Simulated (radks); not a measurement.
# Os⁴⁸⁺ in [Ar] 3d10: an all-electron calculation

An exercise on one series of results from a longer session: the logs are not shown, and one member is left open.

The numbers are computed with radks (a radial shooting solver on a logarithmic mesh, Libxc functionals) version 1 (Dirac Kohn-Sham, revPBE, spin-unpolarised, spherical densities, finite nucleus), except any that are marked as measured or tabulated.

## What is computed

* element: osmium (Z = 76)
* charge: +48
* electrons: 28
* configuration: [Ar] 3d10
* nuclear rms radius: 5.4126 fm

Outer shells as boxes (Hund's rule):

Os⁴⁸⁺
```
[Ar] core
3d [↑↓][↑↓][↑↓][↑↓][↑↓]
```

Set-up of the first run:

Input:

```text
Z 76
configuration [Ar] 3d10
relativity Dirac
functional pbe_r,pbe
spin unpolarised
j_filling energy
nucleus finite rms 5.4126 fm
c 137.035999084
```

Started as:

```
$ python run_ks.py task.json out
```

The same process makes all the runs of this session.

One of the session's tables, all rows but one given; the rest of the session is left out.

It belongs to the step «Radial structure». Radial moments (bohr):

```
level      <r>  outermost maximum (interpolated)  90 % within  nodes
1s1/2        ?                                 ?            ?      ?
2s1/2  0.07409                            0.0635        0.116      1
2p1/2  0.06114                            0.0470        0.102      0
2p3/2  0.06928                            0.0541        0.112      0
3s1/2   0.1894                             0.177        0.278      2
3p1/2   0.1793                             0.165        0.269      1
3p3/2   0.1931                             0.179        0.288      1
3d3/2   0.1679                             0.139        0.259      0
3d5/2   0.1721                             0.143        0.265      0
```

Q: Estimate the row for 1s1/2 from the others.

**Answer.** <r>: 0.01773; outermost maximum (interpolated): 0.0110; 90 % within: 0.0323; nodes: 0. In the column «<r>» it is the lowest.
